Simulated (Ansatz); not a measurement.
Run this with Ansatz's Python interface and show what comes out.

`ch6alclsi_scan.py`:
```python
"""Stretching a bond of CH6AlClSi, the rest held rigid."""

import ansatz as az
import numpy as np

GEOMETRY = """
C    -1.61310    0.55840   -0.66110
Al   -0.41950   -0.80780   -0.02140
Si    1.69130   -0.19540    0.74880
Cl    2.84350    0.78410   -0.77340
H    -1.19440    1.13230   -1.54310
H    -1.86830    1.33690    0.14600
H    -2.58400    0.13600   -0.99920
H    -0.82080   -2.32160   -0.04400
H     1.58770    0.72740    1.95330
H     2.46070   -1.40150    1.19710
"""


def main() -> None:
    ch6alclsi = az.Crystal.molecule()
    for line in GEOMETRY.strip().splitlines():
        symbol, *xyz = line.split()
        ch6alclsi = ch6alclsi.atom(symbol, [float(v) for v in xyz])

    symbols = [site.symbol for site in ch6alclsi.cartesian_sites]
    start = np.array([site.position_ang for site in ch6alclsi.cartesian_sites])
    axis = (start[2] - start[1]) / np.linalg.norm(start[2] - start[1])
    moving = [2, 3, 8, 9]
    lengths, energies = [1.98, 2.14, 2.33, 2.56, 2.91, 3.49, 4.19, 5.12], []
    for length in lengths:
        xyz = start.copy()
        xyz[moving] += (length - np.linalg.norm(start[2] - start[1])) * axis
        point = az.Crystal.molecule()
        for symbol, place in zip(symbols, xyz):
            point = point.atom(symbol, place.tolist())
        job = point.calculation()
        job = job.basis(gaussian="6-31G*")
        job = job.correlation("mp2")
        report = job.run(threads=1, backend="cpu").report
        energies.append(report["free_energy_ev"])
        print(f"r = {length:6.3f} A  E = {energies[-1]:.5f} eV  <S^2> = {abs(report['mean_field']['state']['spin_squared']):.3f}")

    print("energy above the lowest point (eV):", [round(e - min(energies), 3) for e in energies])


if __name__ == "__main__":
    main()
```

Output of `python ch6alclsi_scan.py`:
```text
r =  1.980 A  E = -28082.49286 eV  <S^2> = 0.000
r =  2.140 A  E = -28083.69487 eV  <S^2> = 0.000
r =  2.330 A  E = -28084.30838 eV  <S^2> = 0.000
r =  2.560 A  E = -28084.38639 eV  <S^2> = 0.000
r =  2.910 A  E = -28083.88111 eV  <S^2> = 0.000
r =  3.490 A  E = -28082.70848 eV  <S^2> = 0.000
r =  4.190 A  E = -28081.58059 eV  <S^2> = 0.000
r =  5.120 A  E = -28080.72556 eV  <S^2> = 0.000
energy above the lowest point (eV): [1.894, 0.692, 0.078, 0.0, 0.505, 1.678, 2.806, 3.661]
```

What to keep in mind:
- These settings explore the input space; basis and method may be short of convergence.
- The rest of the molecule is held rigid at a force-field or estimated start geometry, and the basis set is modest; single-reference methods fail as a bond breaks.
- The orbitals are restricted, so S² is zero by construction.
- Toward dissociation an unrestricted state can lie under the restricted one, by tenths of an eV for polar bonds under a functional and by 1 to 2 eV or more for others.
- S² is that of the Hartree-Fock reference.
- Timing: 12 s on 1 thread of Arm Neoverse V1, with other jobs on the host, peak memory 0.23 GiB.
